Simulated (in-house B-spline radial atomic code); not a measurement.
# Zr¹⁰⁺: ionisation energy by several methods

An exercise on one series of results from a longer session: the logs are not shown, and one member is left open.

Program: in-house B-spline radial atomic code version 1. Level of theory: scalar-relativistic (X2C), several functionals, spin-polarised, exact exchange averaged over the configuration; spherical all-electron atom at the radial basis limit. These are calculated values, not measurements, unless marked.

**The atom as given**

```
element       : zirconium (Z = 40)
charge        : +10
electrons     : 30
configuration : [Ar] 3d10 4s2
nucleus       : Fermi, rms radius 4.269 fm
```

The outer shells:

[Ar] 3d10 4s2
```
[Ar] core
3d [↑↓][↑↓][↑↓][↑↓][↑↓]
4s [↑↓]
```

Where spins are not typed, each open shell is filled with up spins first.

Set-up of the first run:

Settings of the run:

```ini
Z = 40
electrons = 30.0
configuration = [Ar] 3d10 4s2
hamiltonian = x2c
method = b3lyp
spin_polarised = True
nucleus = fermi
rms_radius = 4.2694
mass_number = 90
atomic_mass = 89.904698755
speed_of_light = 137.035999084
exact_exchange = averaged over the configuration
```

On the command line:

```
> python run_scf.py task.json out
```

The settings of every run stand in task.json; they run in order.

Among the steps run: B3LYP, a global hybrid; r2SCAN0, a global hybrid; LC-ωPBE, a range-separated hybrid; TPSSh, a global hybrid; ωB97X, a range-separated hybrid; HSE06, a range-separated hybrid.

One table of the session follows, with a row left open; its other results are not shown here.

```
 method  ΔSCF (eV)
  B3LYP     216.07
r2SCAN0          ?
  TPSSh     215.20
LC-ωPBE     216.01
  ωB97X     214.70
  HSE06     215.57
```

**Question.** Estimate the row for r2SCAN0.

The run gave: ΔSCF (eV): 214.60. In the column «ΔSCF (eV)» it is the lowest.
